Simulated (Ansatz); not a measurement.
Born–Oppenheimer molecular dynamics of a periodic cell of 23 atoms, Lu4Se4O12F3 (host LuSeO3F, host structure P2_1/c, one F atom removed). It starts from an unrelaxed structure (largest force component 0.76 eV/Å).

All numbers below come from Ansatz, DFT r2SCAN-D3(BJ), scalar-relativistic, plane waves, PAW. Settings: cutoff 500 eV, k mesh 2x1x1, fermi-dirac smearing 0.05 eV, no spin polarisation.

* ensemble: NVT, Langevin thermostat
* time step: 1.5 fs
* steps asked: 20
* set temperature: 1200 K
* friction: 0.05 /fs
* seed: 555260

First frame:

```xyz
23
Lattice="6.5453 0.0000 0.0000 0.0000 6.8983 0.0000 -0.9973 0.0000 7.0328" Properties=species:S:1:pos:R:3
Lu 0.572 4.426 2.290
Lu 0.074 5.921 5.806
Lu 5.474 0.977 1.227
Lu 4.976 2.472 4.743
Se 4.030 4.280 1.477
Se 1.518 2.618 5.556
Se 2.016 0.831 2.039
Se 3.532 6.067 4.993
O 3.272 1.289 0.969
O 4.571 0.203 6.003
O 0.478 3.652 4.546
O 2.774 2.160 4.485
O 0.359 1.315 5.475
O 0.977 6.695 1.030
O 0.858 2.134 1.959
O 5.189 5.583 1.558
O 2.276 5.609 6.064
O 4.690 4.764 5.074
O 5.070 3.246 2.487
O 2.774 4.738 2.548
F 1.046 4.286 0.192
F 5.001 0.837 3.324
F 0.547 6.061 3.709
```

Problem. What does the run give?

Solution. The run went to its last step.

| Item | Value |
| --- | --- |
| steps done | 20 |
| time covered | 30 fs |
| mean temperature over the second half | 1092 K |
| spread of the potential energy over the second half | 21.6 meV per atom |
| mean potential energy of the second half above the start | 97.0 meV per atom |

A run of 0.03 ps of so small a system gives no equilibrium averages. Limits of this set-up: coarse k mesh, odd electron count without spin.

Problem. What happens to the structure?

Solution. Mean squared displacements from the first frame to the last, about the centre of mass: Lu 0.01 Å², Se 0.02 Å², O 0.05 Å², F 0.06 Å². Another seed would give other details.

Problem. How do temperature and energy run in time?

Solution. 
```
time (fs)  T (K)  potential energy less start (eV)
      0.0   1148                             0.000
      1.5   1220                            -0.005
      3.0   1161                             0.066
      4.5   1216                             0.206
      6.0   1025                             0.378
      7.5   1111                             0.574
      9.0   1017                             0.790
     10.5   1123                             0.987
     12.0   1066                             1.173
     13.5   1065                             1.342
     15.0    983                             1.472
     16.5    901                             1.579
     18.0    896                             1.701
     19.5    990                             1.866
     21.0   1147                             2.066
     22.5   1168                             2.273
     24.0   1184                             2.482
     25.5   1096                             2.657
     27.0   1116                             2.762
     28.5   1244                             2.813
     30.0   1290                             2.870
```

Time of the run: 9 min on 2 threads of Arm Neoverse V2, with other jobs on the host, peak memory 1.4 GiB.
